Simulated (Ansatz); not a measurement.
# BCl3F with multiplicity 2: two geometries relaxed

Aim: relax the geometries before and after the reaction (atom abstraction by a radical), and see whether they are two minima and how far apart in energy. Meant to form: Cl2–Cl5; to break: B1–Cl2. The start is a guess near the saddle point, from which both ends are pulled out.

All numbers below are computed with Ansatz 0.2.0 (UKS PBE-D4/6-31G*).

## Step 1: The structure to begin with

Bond lengths: B1–Cl2 2.110 Å, B1–F3 1.320 Å, B1–Cl4 1.860 Å, Cl2–Cl5 2.340 Å. Angles: B1–Cl2–Cl5 180.0°, Cl2–B1–F3 120.0°, Cl2–B1–Cl4 120.0°, F3–B1–Cl4 120.0°.

Coordinates:

```xyz
5

B     0.0000    0.0000    0.0000
Cl    0.0000    0.0000    2.1100
F     1.1431    0.0000   -0.6600
Cl   -1.6108    0.0000   -0.9300
Cl    0.0000    0.0000    4.4500
```

## Step 2: A restrained relaxation towards end A

Springs on the bonds that form and break draw the guess towards this end; the thresholds are loose.

The input, input.yaml:

```yaml
crystal:
  periodic: [false, false, false]
  atoms:
    - { symbol: B, position_ang: [0.0, 0.0, 0.0] }
    - { symbol: Cl, position_ang: [0.0, 0.0, 2.11] }
    - { symbol: F, position_ang: [1.1431, 0.0, -0.66] }
    - { symbol: Cl, position_ang: [-1.6108, 0.0, -0.93] }
    - { symbol: Cl, position_ang: [0.0, 0.0, 4.45] }
magnetization:
  spin_polarized: true
  initial_magnetization: 1
basis:
  gaussian: { orbitals: "6-31G*" }
hamiltonian:
  xc: pbe
  dispersion: d4
relax:
  f_tol: 0.15
  max_steps: 25
  restrain:
    - { distance: [1, 4], at: 3.24, k: 30.0 }
    - { distance: [0, 1], at: 1.86, k: 30.0 }
```

Started as:

```
$ ansatz run input.yaml --threads 4 --pin off --max-ram 5120MiB --backend cpu --events-out ev --progress --plain --runs-dir out
```

Log (excerpt; [...] marks lines left out):

```text
Warning: RAYON_NUM_THREADS=4 ignored (pool sized by the plan → 4); use --threads N
[...]
Functional definition: PBE
[...]
946 factors; their error is unknown
[...]
mean field -40941.44492625 eV, -1504.5703499316 hartree, gradient 2.4e-5 eV, S^2 0.753281; 7 other end points of the search recorded, 0 dependent functions left out
[...]
reference -40941.44495306 eV, -1504.5703509169 hartree; 33, 32 occupied and 54, 55 virtual orbitals, 946 factors
relax step   1: F+E_penalty+E_count = -40941.57607094 eV  Δ(F+E_penalty+E_count) = +0.000e0 eV  max|allowed force component| = 3.847e0 eV/Å  E_restraint = 13.08750000 eV  max|allowed force component, restraints' pulls added| = 3.835e1 eV/Å  Δτ_max = 0.0000 Å  (187 SCF iters, accepted)
[...]
relax step   4: F+E_penalty+E_count = -40942.74168592 eV  Δ(F+E_penalty+E_count) = +7.281e-3 eV  max|allowed force component| = 9.675e-1 eV/Å  E_restraint = 0.03504036 eV  max|allowed force component, restraints' pulls added| = 5.239e-1 eV/Å  Δτ_max = 0.1558 Å  (98 SCF iters, accepted)
[...]
relax step   5: F+E_penalty+E_count = -40942.74825889 eV  Δ(F+E_penalty+E_count) = -6.573e-3 eV  max|allowed force component| = 1.101e0 eV/Å  E_restraint = 0.02487848 eV  max|allowed force component, restraints' pulls added| = 1.409e-1 eV/Å  Δτ_max = 0.1205 Å  (110 SCF iters, accepted)
  distance Cl 1 - Cl 4 = 3.2356 Å
  distance B 0 - Cl 1 = 1.8195 Å
946 factors; their error is unknown
[...]
mean field -40942.62638098 eV, -1504.6137675921 hartree, gradient 5.7e-8 eV, S^2 0.751408; 8 other end points of the search recorded, 0 dependent functions left out
[...]
reference -40942.62640835 eV, -1504.6137685980 hartree; 33, 32 occupied and 54, 55 virtual orbitals, 946 factors
Total energy: -40942.74828626 eV, -1504.6182475286 hartree
Atom 0 at    -0.050089    -0.002575    -0.073139 Å, force     0.013688     0.029162     1.100695 eV/Å
Atom 1 at    -0.154718    -0.000127     1.743365 Å, force    -0.060277    -0.008823    -1.036586 eV/Å
Atom 2 at     1.139804     0.001302    -0.640112 Å, force     0.008077    -0.011382    -0.018029 eV/Å
Atom 3 at    -1.510845     0.001012    -1.028346 Å, force    -0.000798    -0.008669    -0.003181 eV/Å
Atom 4 at     0.108148     0.000387     4.968231 Å, force     0.039310    -0.000288    -0.042898 eV/Å
Dipole moment:    -0.021557    -0.001419    -0.303624 e Å
```

Wall time 18 s (4 threads of Arm Neoverse V2, shared host); peak memory 0.19 GiB.

Step by step:

```csv
step,energy from step 1 (eV),largest force component (eV/Å)
1,0.0000,3.8471
2,-0.8469,2.6464
3,-1.1729,0.6404
4,-1.1656,0.9675
5,-1.1722,1.1007
```

Step 1 is the start. Energies and forces in the table leave out the springs, which the log lists apart; the run stops on the force with the springs' pull added.

After: Bond lengths: B1–Cl2 1.820 Å, B1–F3 1.318 Å, B1–Cl4 1.745 Å. Angles: Cl2–B1–F3 118.8°, Cl2–B1–Cl4 119.9°, F3–B1–Cl4 121.3°.

Pairs that crossed the distance rule for bonds on the way: moved apart Cl2–Cl5.

## Step 3: Relaxing end A

It starts where the restrained run ended.

The input, input.yaml:

```yaml
crystal:
  periodic: [false, false, false]
  atoms:
    - { symbol: B, position_ang: [-0.050089, -0.002575, -0.073139] }
    - { symbol: Cl, position_ang: [-0.154718, -0.000127, 1.743365] }
    - { symbol: F, position_ang: [1.139804, 0.001302, -0.640112] }
    - { symbol: Cl, position_ang: [-1.510845, 0.001012, -1.028346] }
    - { symbol: Cl, position_ang: [0.108148, 0.000387, 4.968231] }
magnetization:
  spin_polarized: true
  initial_magnetization: 1
basis:
  gaussian: { orbitals: "6-31G*" }
hamiltonian:
  xc: pbe
  dispersion: d4
relax:
  f_tol: 0.03
  max_steps: 50
output:
  orbitals: {}
```

Started as:

```
$ ansatz run input.yaml --threads 4 --pin off --max-ram 5120MiB --backend cpu --events-out ev --progress --plain --runs-dir out
```

Log (excerpt; [...] marks lines left out):

```text
Warning: RAYON_NUM_THREADS=4 ignored (pool sized by the plan → 4); use --threads N
[...]
[... 1 set-up line as earlier in the session ...]
[...]
946 factors; their error is unknown
[...]
mean field -40942.62637708 eV, -1504.6137674488 hartree, gradient 1.2e-6 eV, S^2 0.751408; 7 other end points of the search recorded, 0 dependent functions left out
[...]
reference -40942.62640442 eV, -1504.6137684534 hartree; 33, 32 occupied and 54, 55 virtual orbitals, 946 factors
relax step   1: F+E_penalty+E_count = -40942.74825499 eV  Δ(F+E_penalty+E_count) = +0.000e0 eV  max|allowed force component| = 1.101e0 eV/Å  Δτ_max = 0.0000 Å  (270 SCF iters, accepted)
[...]
relax step   3: F+E_penalty+E_count = -40942.81231633 eV  Δ(F+E_penalty+E_count) = -6.099e-2 eV  max|allowed force component| = 6.149e-1 eV/Å  Δτ_max = 0.2000 Å  (93 SCF iters, accepted)
[...]
relax step  11: F+E_penalty+E_count = -40943.00599295 eV  Δ(F+E_penalty+E_count) = -7.916e-4 eV  max|allowed force component| = 3.867e-3 eV/Å  Δτ_max = 0.0365 Å  (37 SCF iters, accepted)
946 factors; their error is unknown
[...]
mean field -40942.86130858 eV, -1504.6224010221 hartree, gradient 1.3e-5 eV, S^2 0.751291; 7 other end points of the search recorded, 0 dependent functions left out
[...]
reference -40942.86133476 eV, -1504.6224019843 hartree; 33, 32 occupied and 54, 55 virtual orbitals, 946 factors
Total energy: -40943.00601914 eV, -1504.6277190370 hartree
Atom 0 at    -0.203067     0.000022     0.295311 Å, force     0.000918    -0.000340     0.002026 eV/Å
Atom 1 at    -1.183163     0.016530     1.773747 Å, force    -0.001729     0.000137     0.001776 eV/Å
Atom 2 at     1.108698    -0.018201     0.394155 Å, force     0.001586     0.000123     0.000248 eV/Å
Atom 3 at    -0.996550     0.008123    -1.261258 Å, force    -0.001304     0.000099    -0.003867 eV/Å
Atom 4 at     0.806382    -0.006475     3.768044 Å, force     0.000529    -0.000019    -0.000183 eV/Å
Dipole moment:    -0.221557     0.002109    -0.445618 e Å
```

Run time: 23 s. Hardware: 4 threads of Arm Neoverse V2, shared host; peak memory 0.19 GiB.

Relaxation path:

```csv
step,energy from step 1 (eV),largest force component (eV/Å)
1,0.0000,1.1007
2,-0.0031,0.6882
3,-0.0641,0.6149
4,-0.0984,0.7438
5,-0.1291,0.8525
6,-0.1563,1.0314
7,-0.1873,1.2209
8,-0.2314,0.6208
9,-0.2541,0.0951
10,-0.2569,0.0668
11,-0.2577,0.0039
```

Step 1 is the start.

After: Bond lengths: B1–Cl2 1.774 Å, B1–F3 1.316 Å, B1–Cl4 1.747 Å. Angles: Cl2–B1–F3 119.2°, Cl2–B1–Cl4 119.4°, F3–B1–Cl4 121.3°.

## Step 4: A restrained relaxation towards end B

Springs on the bonds that form and break draw the guess towards this end; the thresholds are loose.

The input, input.yaml:

```yaml
crystal:
  periodic: [false, false, false]
  atoms:
    - { symbol: B, position_ang: [0.0, 0.0, 0.0] }
    - { symbol: Cl, position_ang: [0.0, 0.0, 2.11] }
    - { symbol: F, position_ang: [1.1431, 0.0, -0.66] }
    - { symbol: Cl, position_ang: [-1.6108, 0.0, -0.93] }
    - { symbol: Cl, position_ang: [0.0, 0.0, 4.45] }
magnetization:
  spin_polarized: true
  initial_magnetization: 1
basis:
  gaussian: { orbitals: "6-31G*" }
hamiltonian:
  xc: pbe
  dispersion: d4
relax:
  f_tol: 0.15
  max_steps: 25
  restrain:
    - { distance: [1, 4], at: 2.04, k: 30.0 }
    - { distance: [0, 1], at: 3.06, k: 30.0 }
```

Started as:

```
$ ansatz run input.yaml --threads 4 --pin off --max-ram 5120MiB --backend cpu --events-out ev --progress --plain --runs-dir out
```

Log (excerpt; [...] marks lines left out):

```text
Warning: RAYON_NUM_THREADS=4 ignored (pool sized by the plan → 4); use --threads N
[...]
[... 1 set-up line as earlier in the session ...]
[...]
946 factors; their error is unknown
[...]
mean field -40941.44492625 eV, -1504.5703499316 hartree, gradient 2.4e-5 eV, S^2 0.753281; 7 other end points of the search recorded, 0 dependent functions left out
[...]
reference -40941.44495306 eV, -1504.5703509169 hartree; 33, 32 occupied and 54, 55 virtual orbitals, 946 factors
relax step   1: F+E_penalty+E_count = -40941.57607094 eV  Δ(F+E_penalty+E_count) = +0.000e0 eV  max|allowed force component| = 3.847e0 eV/Å  E_restraint = 14.88750000 eV  max|allowed force component, restraints' pulls added| = 3.365e1 eV/Å  Δτ_max = 0.0000 Å  (187 SCF iters, accepted)
[...]
  distance Cl 1 - Cl 4 = 2.0666 Å
  distance B 0 - Cl 1 = 3.0428 Å
946 factors; their error is unknown
[...]
mean field -40940.20941731 eV, -1504.5249458155 hartree, gradient 2.4e-5 eV, S^2 0.753739; 1 other end points of the search recorded, 0 dependent functions left out
[...]
reference -40940.20944464 eV, -1504.5249468199 hartree; 33, 32 occupied and 54, 55 virtual orbitals, 946 factors
Total energy: -40940.32368781 eV, -1504.5291451789 hartree
Atom 0 at    -0.024986    -0.004370    -0.367773 Å, force    -0.003544     0.001878     0.506811 eV/Å
Atom 1 at    -0.010891    -0.006558     2.675022 Å, force    -0.010182    -0.004564    -1.310277 eV/Å
Atom 2 at     1.143464     0.006385    -0.948698 Å, force    -0.004306    -0.001217    -0.000051 eV/Å
Atom 3 at    -1.578369    -0.002692    -1.130086 Å, force     0.010889    -0.000920     0.002723 eV/Å
Atom 4 at     0.003082     0.007236     4.741536 Å, force     0.007144     0.004823     0.800794 eV/Å
Dipole moment:    -0.026681    -0.000413    -0.665242 e Å
```

Run time: 13 s. Hardware: 4 threads of Arm Neoverse V2, shared host; peak memory 0.18 GiB.

Relaxation path:

```csv
step,energy from step 1 (eV),largest force component (eV/Å)
1,0.0000,3.8471
2,0.7416,2.5667
3,1.3815,2.9338
4,1.3106,1.4531
5,1.2740,1.2340
6x,1.2955,1.0769
7,1.2591,1.3185
8,1.2564,1.2859
9,1.2524,1.3103
```

Step 1 is the start. 1 step was tried and not accepted (6; marked x where the table lists them). Energies and forces in the table leave out the springs, which the log lists apart; the run stops on the force with the springs' pull added.

After: Bond lengths: B1–F3 1.305 Å, B1–Cl4 1.730 Å, Cl2–Cl5 2.067 Å. Angles: F3–B1–Cl4 127.4°.

Pairs that crossed the distance rule for bonds on the way: moved apart B1–Cl2.

## Step 5: End point B

It starts where the restrained run ended.

The input, input.yaml:

```yaml
crystal:
  periodic: [false, false, false]
  atoms:
    - { symbol: B, position_ang: [-0.024986, -0.00437, -0.367773] }
    - { symbol: Cl, position_ang: [-0.010891, -0.006558, 2.675022] }
    - { symbol: F, position_ang: [1.143464, 0.006385, -0.948698] }
    - { symbol: Cl, position_ang: [-1.578369, -0.002692, -1.130086] }
    - { symbol: Cl, position_ang: [0.003082, 0.007236, 4.741536] }
magnetization:
  spin_polarized: true
  initial_magnetization: 1
basis:
  gaussian: { orbitals: "6-31G*" }
hamiltonian:
  xc: pbe
  dispersion: d4
relax:
  f_tol: 0.03
  max_steps: 50
output:
  orbitals: {}
```

Started as:

```
$ ansatz run input.yaml --threads 4 --pin off --max-ram 5120MiB --backend cpu --events-out ev --progress --plain --runs-dir out
```

Log (excerpt; [...] marks lines left out):

```text
Warning: RAYON_NUM_THREADS=4 ignored (pool sized by the plan → 4); use --threads N
[...]
[... 1 set-up line as earlier in the session ...]
[...]
946 factors; their error is unknown
[...]
mean field -40940.20941376 eV, -1504.5249456849 hartree, gradient 2.8e-5 eV, S^2 0.753739; 0 other end points of the search recorded, 0 dependent functions left out
[...]
reference -40940.20944113 eV, -1504.5249466909 hartree; 33, 32 occupied and 54, 55 virtual orbitals, 946 factors
relax step   1: F+E_penalty+E_count = -40940.32365693 eV  Δ(F+E_penalty+E_count) = +0.000e0 eV  max|allowed force component| = 1.310e0 eV/Å  Δτ_max = 0.0000 Å  (32 SCF iters, accepted)
[...]
relax step   5: F+E_penalty+E_count = -40942.55038513 eV  Δ(F+E_penalty+E_count) = -8.167e-1 eV  max|allowed force component| = 1.857e0 eV/Å  Δτ_max = 0.1988 Å  (43 SCF iters, accepted)
[...]
relax step  18: F+E_penalty+E_count = -40943.00599930 eV  Δ(F+E_penalty+E_count) = -4.410e-4 eV  max|allowed force component| = 1.138e-2 eV/Å  Δτ_max = 0.0115 Å  (37 SCF iters, accepted)
946 factors; their error is unknown
[...]
mean field -40942.86134425 eV, -1504.6224023329 hartree, gradient 2.5e-5 eV, S^2 0.751291; 7 other end points of the search recorded, 0 dependent functions left out
[...]
reference -40942.86137044 eV, -1504.6224032956 hartree; 33, 32 occupied and 54, 55 virtual orbitals, 946 factors
Total energy: -40943.00602549 eV, -1504.6277192706 hartree
Atom 0 at    -0.213866    -0.002224     0.296878 Å, force     0.011381     0.000382     0.003077 eV/Å
Atom 1 at    -1.171027    -0.068423     1.788834 Å, force    -0.005850     0.000446    -0.000768 eV/Å
Atom 2 at     1.098401     0.047291     0.378443 Å, force     0.000512     0.000599    -0.001369 eV/Å
Atom 3 at    -1.027241    -0.004444    -1.249399 Å, force    -0.005249    -0.000831     0.000673 eV/Å
Atom 4 at     0.846032     0.027800     3.755244 Å, force    -0.000794    -0.000597    -0.001612 eV/Å
Dipole moment:    -0.227794    -0.008801    -0.441683 e Å
```

Wall time 25 s (4 threads of Arm Neoverse V2, shared host); peak memory 0.2 GiB.

Relaxation path:

```csv
step,energy from step 1 (eV),largest force component (eV/Å)
1,0.0000,1.3103
2,-0.2434,1.5677
3,-0.6468,2.7517
4,-1.4100,3.7606
5,-2.2267,1.8570
6,-2.3517,1.8753
7,-2.4424,0.1619
8,-2.4821,0.1866
9,-2.5235,0.3465
10,-2.5540,0.5653
11x,-2.4485,1.6344
12,-2.5759,0.6237
13,-2.5928,0.7047
14,-2.6175,0.7833
15,-2.6404,0.9582
16,-2.6505,1.2059
17,-2.6819,0.0973
18,-2.6823,0.0114
```

Step 1 is the start. 1 step was tried and not accepted (11; marked x where the table lists them).

After: Bond lengths: B1–Cl2 1.774 Å, B1–F3 1.316 Å, B1–Cl4 1.747 Å. Angles: Cl2–B1–F3 119.2°, Cl2–B1–Cl4 119.5°, F3–B1–Cl4 121.3°.

Pairs that crossed the distance rule for bonds on the way: came closer B1–Cl2; moved apart Cl2–Cl5.

## Step 6: Summary of results

```
                           quantity                     value
                              end A  10 moves, 0.258 eV lower
                              end B  16 moves, 2.682 eV lower
largest difference between the ends                    0.01 Å
            end B relative to end A                 -0.000 eV
```

Both starts fell into the same minimum (no atom differs by more than 0.01 Å), so from this start no second minimum was found and no band was run; another arrangement could still be one.
